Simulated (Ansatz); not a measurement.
Runs of Ansatz 0.2.0 on Hf2Pd2Se2Br2O3. The structure is orthorhombic, space group Immm (No. 71). The conventional cell has a = 3.785 Å, b = 5.344 Å, c = 24.568 Å, α = 90.00°, β = 90.00°, γ = 90.00°. Around Hf (site symmetry mm2) lie 3 O at 1.94 to 1.95 Å. Pd (site symmetry mm2) is surrounded by 2 Se at 2.48 Å and 1 Br at 2.54 Å. Se (site symmetry mm2) is surrounded by 2 Pd at 2.48 Å and 2 Hf at 2.84 Å. Br (site symmetry mm2) has 1 Pd at 2.54 Å as nearest neighbours. O (site symmetry mm2) has 2 Hf at 1.95 Å as nearest neighbours. Around O (site symmetry mmm) lie 2 Hf at 1.94 Å. The cell was built by a generator and needn't be a form met in nature.

```tsv
task	level	U	cell	k mesh	hubbard projectors	double counting	points for each segment of the path	gap on the mesh (eV)	pressure (GPa)	largest force (eV/Å)
projected density of states	PBE+U	Hf d U = 2 eV, Pd d U = 2 eV	as given	9 × 9 × 9	ortho-atomic (the default)	fll (the default)	-	none	(c)	0.09
relaxation of cell and atoms	PBE	-	relaxed	6 × 6 × 6	-	-	-	none	0.0	0.01
projected density of states	PBE+U	Hf d U = 8 eV, Pd d U = 8 eV	as given	9 × 9 × 9	ortho-atomic (the default)	fll (the default)	-	none	(b)	0.39
projected density of states	PBE+U	Hf d U = 6 eV, Pd d U = 6 eV	as given	9 × 9 × 9	ortho-atomic (the default)	fll (the default)	-	none	2.7	0.29
projected density of states	PBE+U	Hf d U = 4 eV, Pd d U = 4 eV	as given	9 × 9 × 9	ortho-atomic (the default)	fll (the default)	-	none	(a)	0.19
band structure	PBE	-	as given	9 × 9 × 9	-	-	10	none	0.0	0.01
```

Alike in all rows: potentials or basis Ansatz PAW; no spin polarisation; cutoff (eV) 420; smearing fermi-dirac 0.05 eV.

Task: Estimate the missing entries.

Result: (a) 1.7; (b) 3.9; (c) 0.8.

Caveats: U without spin polarisation on a metal has little footing (some runs); the plane-wave basis is chosen anew once the cell has moved, so the energies of steps on either side of that aren't comparable (some runs); spin-orbit coupling is left out, which moves the levels of the heavy elements (some runs).

A k mesh can miss the band edges, and the runs leave out spin-orbit coupling on Br, Hf, Pd, Se.

A gap of «none» marks a metal or a gap under the smearing width.
